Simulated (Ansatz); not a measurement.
## H4OSi2, SMILES [SiH]O[SiH3]: the interaction energy of a dimer with the counterpoise correction, step by step

Program: Ansatz 0.2.0 through its Python package.

Interactive session:
```pycon
>>> from dataclasses import dataclass
>>> import ansatz
>>> @dataclass(frozen=True)
... class Settings:
...     basis_set: str = "def2-SVP"
...     functional: str = "r2SCAN"
...     dispersion: str = "d3bj"
...
>>> opts = Settings()
>>> FIRST = [
...     ("Si", (-1.7475, -1.3003, -0.0683)),
...     ("O", (-0.1923, -0.9128, 0.1217)),
...     ("Si", (0.7818, 0.4004, 0.2676)),
...     ("H", (-2.2159, -0.5695, -1.3082)),
...     ("H", (0.7616, 1.2222, -0.9638)),
...     ("H", (0.3811, 1.2262, 1.4446)),
...     ("H", (2.2315, -0.0664, 0.5061)),
... ]
>>> SECOND = [
...     ("Si", (0.919, -0.7817, 4.3037)),
...     ("O", (0.7548, -2.1055, 5.2123)),
...     ("Si", (0.9378, -3.7347, 5.1296)),
...     ("H", (0.0769, -1.0116, 3.0672)),
...     ("H", (0.0004, -4.3304, 4.1506)),
...     ("H", (2.3442, -4.0903, 4.7782)),
...     ("H", (0.6398, -4.3502, 6.5112)),
... ]
>>> def energy(atoms, ghosts=()):
...     molecule = ansatz.Crystal.molecule()
...     for symbol, xyz in atoms:
...         molecule = molecule.atom(symbol, xyz)
...     calc = (
...         molecule.calculation()
...         .basis(gaussian=opts.basis_set)
...         .functional(opts.functional, dispersion=opts.dispersion)
...     )
...     deck = calc.input()
...     if ghosts:
...         deck = deck.set(ansatz.key.basis.gaussian.ghost_atoms, [{"symbol": s, "position_ang": list(xyz)} for s, xyz in ghosts])
...     return ansatz.Session.from_dict(deck).plan().execute().report["free_energy_ev"]
...
>>> both = energy(FIRST + SECOND)
DeckWarning: the engine holds no damping parameters fitted to this dispersion correction and functional, so the run takes those fitted to r2scan beside the three-body term, which d3bj leaves out (hamiltonian.dispersion, under Limitations)
>>> alone = energy(FIRST) + energy(SECOND)
>>> ghosted = energy(FIRST, SECOND) + energy(SECOND, FIRST)
>>> print(f"dimer {both:.6f} eV")
dimer -35716.353983 eV
>>> print(f"interaction, uncorrected   {96.485332 * (both - alone):8.3f} kJ/mol")
interaction, uncorrected     -8.560 kJ/mol
>>> print(f"interaction, counterpoise  {96.485332 * (both - ghosted):8.3f} kJ/mol")
interaction, counterpoise    -6.011 kJ/mol
>>> print(f"basis-set superposition    {96.485332 * (alone - ghosted):8.3f} kJ/mol")
basis-set superposition       2.549 kJ/mol
```

Uncorrected it is -8.560 kJ/mol, with the counterpoise correction -6.011 kJ/mol; the difference, 2.55 kJ/mol, is the superposition error.

Notes:
- Total energies depend on the basis set; only differences at equal settings carry meaning.
- Warnings are shown shortened and without file and line.
- The dimer is a generated trial pose of unrelaxed monomers, not a minimum, so the figure is no binding energy, and the basis set is small.
- A dispersion term here runs with damping parameters fitted for another variant or functional.
- Run time: 32 s on 1 thread of Arm Neoverse V1, on a shared host, peak memory 0.27 GiB.
